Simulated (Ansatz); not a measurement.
**C2H3FSi: taking an electron away**

One table from this session's results is given with a row withheld; the runs are named, their logs left out.

Program: Ansatz 0.2.0, Gaussian basis. Level of theory: unrestricted cation, the program's frozen cores in correlated methods. These are calculated values, not measurements.

Plan: UKS PBE-D4/def2-TZVPP; UKS r2SCAN-D4/def2-TZVPP; UKS PBE0-D4/def2-TZVPP; UKS B3LYP-D4/def2-TZVPP; UKS wB97X-V/def2-TZVPP; UKS wB97M-V/def2-TZVPP; UKS B2PLYP/def2-TZVPP; UHF-CCSD(T)/def2-TZVPP; UHF-CCSD(T)/def2-QZVPP; extrapolation to the limit; then −ε(HOMO) from the neutral's earlier runs with LDA (SPW92), PBE-D4, revPBE-D4, BLYP-D4, r2SCAN-D4, B97M-V, PBE0-D4, B3LYP-D4, r2SCANh-D4, r2SCAN0-D4, HSE06-D4, BHLYP-D4, CAM-B3LYP-D4, LC-ωPBE, ωB97X-V, ωB97M-V.

## The geometry

The geometry comes from an earlier relaxation with PBE0-D4 in a triple-zeta def2 set; it is a stationary point, not always the lowest conformer.

SMILES `C#C[SiH2]F`, 7 atoms, charge 0, spin multiplicity 1.

Atoms are counted from 1 here; the program's logs count them from 0.

Bond lengths: C1–C2 1.206 Å, C1–H5 1.066 Å, C2–Si3 1.817 Å, Si3–F4 1.595 Å, Si3–H6 1.478 Å, Si3–H7 1.478 Å. Angles: C2–C1–H5 179.8°, C1–C2–Si3 178.5°, C2–Si3–F4 109.2°, C2–Si3–H6 109.8°, C2–Si3–H7 109.8°, F4–Si3–H6 108.2°, F4–Si3–H7 108.2°, H6–Si3–H7 111.7°.

Coordinates:

```xyz
7

C    -0.3275   -1.8395   -0.6388
C    -0.1227   -0.7155   -0.2534
Si    0.2078    0.9607    0.3640
F    -0.4118    2.0242   -0.6512
H    -0.5107   -2.8320   -0.9831
H    -0.4409    1.1460    1.6795
H     1.6668    1.1880    0.4371
```

Set-up of the first run:

The input, in.yaml:

```yaml
crystal:
  periodic: [false, false, false]
  atoms:
    - {symbol: C, position_ang: [-0.327461, -1.839520, -0.638759]}
    - {symbol: C, position_ang: [-0.122713, -0.715474, -0.253383]}
    - {symbol: Si, position_ang: [0.207811, 0.960740, 0.364021]}
    - {symbol: F, position_ang: [-0.411777, 2.024184, -0.651169]}
    - {symbol: H, position_ang: [-0.510663, -2.832014, -0.983144]}
    - {symbol: H, position_ang: [-0.440934, 1.145990, 1.679525]}
    - {symbol: H, position_ang: [1.666836, 1.187993, 0.437111]}
basis:
  gaussian: {orbitals: def2-TZVPP}
total_charge: 1
magnetization: {spin_polarized: true, initial_magnetization: 1}
hamiltonian: {xc: pbe, dispersion: d4}
```

Launch:

```sh
$ ansatz run in.yaml --threads 2 --pin off --events-out ev --progress --plain --max-ram 32768MiB --backend cpu
```

Among the steps run: Cation, UKS PBE-D4/def2-TZVPP; Cation, UKS r2SCAN-D4/def2-TZVPP; Cation, UKS PBE0-D4/def2-TZVPP; Cation, UKS B3LYP-D4/def2-TZVPP; Cation, UKS wB97X-V/def2-TZVPP; Cation, UKS wB97M-V/def2-TZVPP; Cation, UKS B2PLYP (frozen core)/def2-TZVPP; Cation, UHF-CCSD(T)/def2-TZVPP; Cation, UHF-CCSD(T)/def2-QZVPP.

One of the session's tables, all rows but one given; the rest of the session is left out.

It belongs to the step «Ionisation energies side by side». Orbital estimates, from the neutral's runs:

| functional | −ε(HOMO) (eV) |
| --- | --- |
| LDA (SPW92) | 7.49 |
| PBE-D4 | 7.34 |
| revPBE-D4 | 7.28 |
| BLYP-D4 | 7.18 |
| r2SCAN-D4 | 7.59 |
| B97M-V | 7.61 |
| PBE0-D4 | 8.57 |
| B3LYP-D4 | 8.33 |
| r2SCANh-D4 | 8.05 |
| r2SCAN0-D4 | 8.74 |
| HSE06-D4 | 8.17 |
| BHLYP-D4 | 9.65 |
| CAM-B3LYP-D4 | 9.93 |
| LC-ωPBE | 11.37 |
| ωB97X-V | ? |
| ωB97M-V | 10.81 |

Estimate the missing values for ωB97X-V.

As computed: −ε(HOMO) (eV): 10.95. In the column «−ε(HOMO) (eV)» it lies between ωB97M-V (10.81) and LC-ωPBE (11.37).

Caveats from the session: The cation may have settled in a state other than its lowest; no search over hole states beyond the program's own was made.
